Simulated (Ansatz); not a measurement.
# C₆H₅ClF₂Hf: small, medium and large basis sets

The task here is to estimate one member of a computed series from the others.

The runs use Ansatz 0.2.0, Gaussian basis; one geometry, several basis sets.

Levels to be run: PBE0-D4/def2-SVP; ωB97M-V/def2-SVP; PBE0-D4/def2-QZVPP; ωB97M-V/def2-QZVPP; the functionals' def2-TZVPP values are taken from earlier runs.

1 further run of the same task is left out (it didn't finish).

**The geometry**

All runs share one geometry, relaxed beforehand with PBE0-D4 in a triple-zeta def2 set. Hf takes the def2 core potential; no spin-orbit term is included.

SMILES `[F][Hf]([F])([Cl])[c]1ccccc1`, 15 atoms, charge 0, spin multiplicity 1.

Atoms are counted from 1 here; the program's logs count them from 0.

Bond lengths: F1–Hf2 1.895 Å, Hf2–F3 1.895 Å, Hf2–Cl4 2.349 Å, Hf2–C5 2.190 Å, C5–C6 1.401 Å, C5–C10 1.401 Å, C6–C7 1.387 Å, C6–H11 1.086 Å, C7–C8 1.387 Å, C7–H12 1.084 Å, C8–C9 1.387 Å, C8–H13 1.084 Å, C9–C10 1.386 Å, C9–H14 1.084 Å, C10–H15 1.088 Å. Angles: F1–Hf2–F3 109.5°, F1–Hf2–Cl4 113.3°, F1–Hf2–C5 106.1°, F3–Hf2–Cl4 113.3°, F3–Hf2–C5 106.1°, Cl4–Hf2–C5 108.0°, Hf2–C5–C6 123.5°, Hf2–C5–C10 118.9°, C6–C5–C10 117.7°, C5–C6–C7 121.2°, C5–C6–H11 120.2°, C7–C6–H11 118.6°, C6–C7–C8 120.0°, C6–C7–H12 120.0°, C8–C7–H12 120.0°, C7–C8–C9 120.0°, C7–C8–H13 120.0°, C9–C8–H13 120.0° and more.

Set-up of the first run:

The input, in.yaml:

```yaml
crystal:
  periodic: [false, false, false]
  atoms:
    - {symbol: F, position_ang: [-3.116985, -1.520511, 1.261948]}
    - {symbol: Hf, position_ang: [-2.569312, -0.717932, -0.365218]}
    - {symbol: F, position_ang: [-2.550243, -2.022693, -1.739577]}
    - {symbol: Cl, position_ang: [-3.809699, 1.197663, -0.921206]}
    - {symbol: C, position_ang: [-0.485394, -0.111702, -0.072493]}
    - {symbol: C, position_ang: [-0.034909, 1.206241, -0.226397]}
    - {symbol: C, position_ang: [1.297592, 1.537018, -0.030297]}
    - {symbol: C, position_ang: [2.210419, 0.554465, 0.324394]}
    - {symbol: C, position_ang: [1.791183, -0.758544, 0.483458]}
    - {symbol: C, position_ang: [0.458020, -1.083743, 0.286328]}
    - {symbol: H, position_ang: [-0.730590, 1.992829, -0.503600]}
    - {symbol: H, position_ang: [1.625436, 2.563128, -0.154181]}
    - {symbol: H, position_ang: [3.252296, 0.812530, 0.477616]}
    - {symbol: H, position_ang: [2.503618, -1.527294, 0.760937]}
    - {symbol: H, position_ang: [0.158578, -2.121475, 0.418278]}
basis:
  gaussian: {orbitals: def2-SVP}
hamiltonian: {xc: pbe0, dispersion: d4}
output: {orbitals: {seedname: orbitals}}
```

Among the steps run: PBE0-D4 in def2-SVP; ωB97M-V in def2-SVP; PBE0-D4 in def2-QZVPP; ωB97M-V in def2-QZVPP.

One of the session's tables, all rows but one given; the rest of the session is left out.

It belongs to the step «Functionals by basis». 

| functional | basis | HOMO (eV) | LUMO (eV) |
| --- | --- | --- | --- |
| PBE0-D4 | def2-SVP | -7.70 | -1.66 |
| PBE0-D4 | def2-TZVPP | -7.68 | -1.65 |
| PBE0-D4 | def2-QZVPP | -7.69 | -1.67 |
| ωB97M-V | def2-SVP | ? | ? |
| ωB97M-V | def2-TZVPP | -9.74 | 0.37 |
| ωB97M-V | def2-QZVPP | -9.75 | 0.33 |

Q: Estimate the row for ωB97M-V, def2-SVP from the others.

As computed: HOMO (eV): -9.76; LUMO (eV): 0.40. In the column «HOMO (eV)» it is the lowest.
